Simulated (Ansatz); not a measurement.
# GaH6NSi2: the cost of one run

Computed with Ansatz 0.2.0, Gaussian basis. Level: the settings change from run to run.

## (1) The geometry

The structure was relaxed beforehand with PBE0-D4 in a triple-zeta def2 set.

10 atoms, charge 0, spin multiplicity 1.

Atoms are counted from 1 here; the program's logs count them from 0.

Bond lengths: N1–Si2 1.739 Å, N1–Ga4 1.860 Å, N1–H5 1.010 Å, Si2–Si3 2.351 Å, Si2–H6 1.493 Å, Si2–H7 1.493 Å, Si3–Ga4 2.409 Å, Si3–H8 1.488 Å, Si3–H9 1.488 Å, Ga4–H10 1.562 Å. Angles: Si2–N1–Ga4 107.5°, Si2–N1–H5 124.1°, Ga4–N1–H5 128.4°, N1–Si2–Si3 91.0°, N1–Si2–H6 113.7°, N1–Si2–H7 113.7°, Si3–Si2–H6 115.9°, Si3–Si2–H7 115.9°, H6–Si2–H7 106.5°, Si2–Si3–Ga4 75.1°, Si2–Si3–H8 117.0°, Si2–Si3–H9 117.0°, Ga4–Si3–H8 117.8°, Ga4–Si3–H9 117.9°, H8–Si3–H9 108.9°, N1–Ga4–Si3 86.4°, N1–Ga4–H10 123.0°, Si3–Ga4–H10 150.6°.

## (2) wB97X-V/def2-mTZVPP

Input file in.yaml:

```yaml
crystal:
  periodic: [false, false, false]
  atoms:
    - {symbol: N, position_ang: [-0.218089, 0.803883, -1.131416]}
    - {symbol: Si, position_ang: [-0.669335, 0.944365, 0.542488]}
    - {symbol: Si, position_ang: [0.400947, -1.087886, 1.044322]}
    - {symbol: Ga, position_ang: [0.745046, -0.775690, -1.319800]}
    - {symbol: H, position_ang: [-0.456077, 1.481665, -1.841131]}
    - {symbol: H, position_ang: [-2.145268, 0.976826, 0.765115]}
    - {symbol: H, position_ang: [-0.112981, 2.156302, 1.213827]}
    - {symbol: H, position_ang: [-0.465445, -2.218214, 1.476396]}
    - {symbol: H, position_ang: [1.590981, -1.023826, 1.935755]}
    - {symbol: H, position_ang: [1.330212, -1.257425, -2.685546]}
basis:
  gaussian: {orbitals: def2-mTZVPP}
hamiltonian: {xc: {name: wB97X-V}}
```

Launch:

```bash
$ ansatz run in.yaml --threads 4 --pin off --events-out ev --progress --plain --max-ram 10444MiB
```

**Question.** How long does this run take on 4 threads of Arm Neoverse V1, shared host, and how much memory does it need?

About 6.5 s, with a peak of 0.45 GiB.
